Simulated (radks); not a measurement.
# Ar⁴⁺ in [Ne] 3s1.5 3p2 4p0.5: an all-electron calculation

The task here is to estimate one member of a computed series from the others.

The numbers are computed with radks (a radial shooting solver on a logarithmic mesh, Libxc functionals) version 1 (non-relativistic Kohn-Sham, TPSS, spin-unpolarised, spherical densities, point nucleus), except any that are marked as measured or tabulated.

### Starting point

```
element       : argon (Z = 18)
charge        : +4
electrons     : 14
configuration : [Ne] 3s1.5 3p2 4p0.5
```

The first run:

Input:

```text
Z 18
configuration [Ne] 3s1.5 3p2 4p0.5
relativity non-relativistic
functional tpss,tpss
spin unpolarised
nucleus point
```

Run with:

```bash
$ python run_ks.py task.json out
```

The same process makes all the runs of this session.

Among the steps run: Self-consistent calculation.

One of the session's tables, all rows but one given; the rest of the session is left out.

It belongs to the step «Shells». Radial moments (bohr):

| level | <r> | outermost maximum (interpolated) | 90 % within | nodes |
| --- | --- | --- | --- | --- |
| 1s | ? | ? | ? | ? |
| 2s | 0.4140 | 0.339 | 0.645 | 1 |
| 2p | 0.3752 | 0.280 | 0.620 | 0 |
| 3s | 1.245 | 1.11 | 1.83 | 2 |
| 3p | 1.316 | 1.15 | 1.97 | 1 |
| 4p | 3.088 | 2.94 | 4.42 | 2 |

Estimate the missing values for 1s.

As computed: <r>: 0.08611; outermost maximum (interpolated): 0.0565; 90 % within: 0.154; nodes: 0. In the column «<r>» it is the lowest.
